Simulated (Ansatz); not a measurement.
**GeHBr (SMILES [GeH][Br]): a relaxed scan of the bond length Ge1–H3**

How does the energy rise as the bond length Ge1–H3 leaves its equilibrium value, and do density functionals follow CCSD(T)? At each value the rest of the molecule is relaxed at PBE0-D4 with the distance held.

Program: Ansatz 0.2.0, Gaussian basis. Level of theory: single points in def2-TZVPP. These are calculated values, not measurements.

Levels: PBE-D4, r2SCAN-D4, PBE0-D4, B3LYP-D4, wB97M-V, Hartree-Fock, MP2, CCSD, CCSD(T). The scan takes 1.311, 1.378, 1.477, 1.592, 1.720, 1.857, 2.004, 2.157, 2.318 Å.

Cores are frozen in the correlated methods. Filled d shells of the heavier atoms are correlated. B3LYP uses VWN-RPA correlation.

18 further runs of the same task are left out: 18 set aside as unsound or not needed.

## (1) The starting structure

SMILES `[GeH][Br]`, 3 atoms, charge 0, spin multiplicity 1.

Atoms are counted from 1 here; the program's logs count them from 0.

Bond lengths: Ge1–Br2 2.354 Å, Ge1–H3 1.633 Å. Angles: Br2–Ge1–H3 106.2°.

Coordinates:

```xyz
3
BrGeH
Ge    0.32080   -0.77070    0.08350
Br    0.78540    1.48020    0.59330
H    -1.11720   -0.77440   -0.69010
```

## (2) A first relaxation in a small basis

The input, pre/in.yaml:

```yaml
crystal:
  periodic: [false, false, false]
  atoms:
    - {symbol: Ge, position_ang: [0.320800, -0.770700, 0.083500]}
    - {symbol: Br, position_ang: [0.785400, 1.480200, 0.593300]}
    - {symbol: H, position_ang: [-1.117200, -0.774400, -0.690100]}
basis:
  gaussian: {orbitals: def2-SVP}
hamiltonian: {xc: pbe, dispersion: d4}
relax: {f_tol: 0.03, max_steps: 250}
```

No record of the launch command was kept for these runs.

After this run come: Relaxation at PBE0-D4; Reference energies at the minimum; Ge1–H3 = 1.311 Å; Ge1–H3 = 1.378 Å; Ge1–H3 = 1.477 Å; Ge1–H3 = 1.592 Å; Ge1–H3 = 1.720 Å; Ge1–H3 = 1.857 Å; Ge1–H3 = 2.004 Å; Ge1–H3 = 2.157 Å; Ge1–H3 = 2.318 Å.

Q: Predict the outcome of this session. Wanted: highest point, CCSD(T); lowest point, CCSD(T); minimum along the scan, CCSD(T); RMS deviation from CCSD(T); largest T1 diagnostic.

**Answer**, as computed:

| quantity | value |
| --- | --- |
| highest point, CCSD(T) | 32.7 kcal/mol at 2.318 Å |
| lowest point, CCSD(T) | 0.0 kcal/mol at 1.592 Å |
| minimum along the scan, CCSD(T) | 1.586 Å |
| curvature there | 13.4 eV/Å² |
| RMS deviation from CCSD(T) | PBE-D4 2.6, r2SCAN-D4 0.7, PBE0-D4 0.7, B3LYP-D4 1.4, wB97M-V 0.8, Hartree-Fock 2.6, MP2 2.1, CCSD 0.6 kcal/mol |
| largest T1 diagnostic | 0.015 |

A polynomial through the near points puts the CCSD(T) minimum 0.012 Å below the PBE0-D4 value. It is steeper on the short side than on the long one. Curvature against CCSD(T): PBE-D4 -12 %, Hartree-Fock +11 %. Best along the scan: CCSD. Worst: PBE-D4. The restricted Hartree–Fock reference is unstable towards an unrestricted one at one or more of these structures.
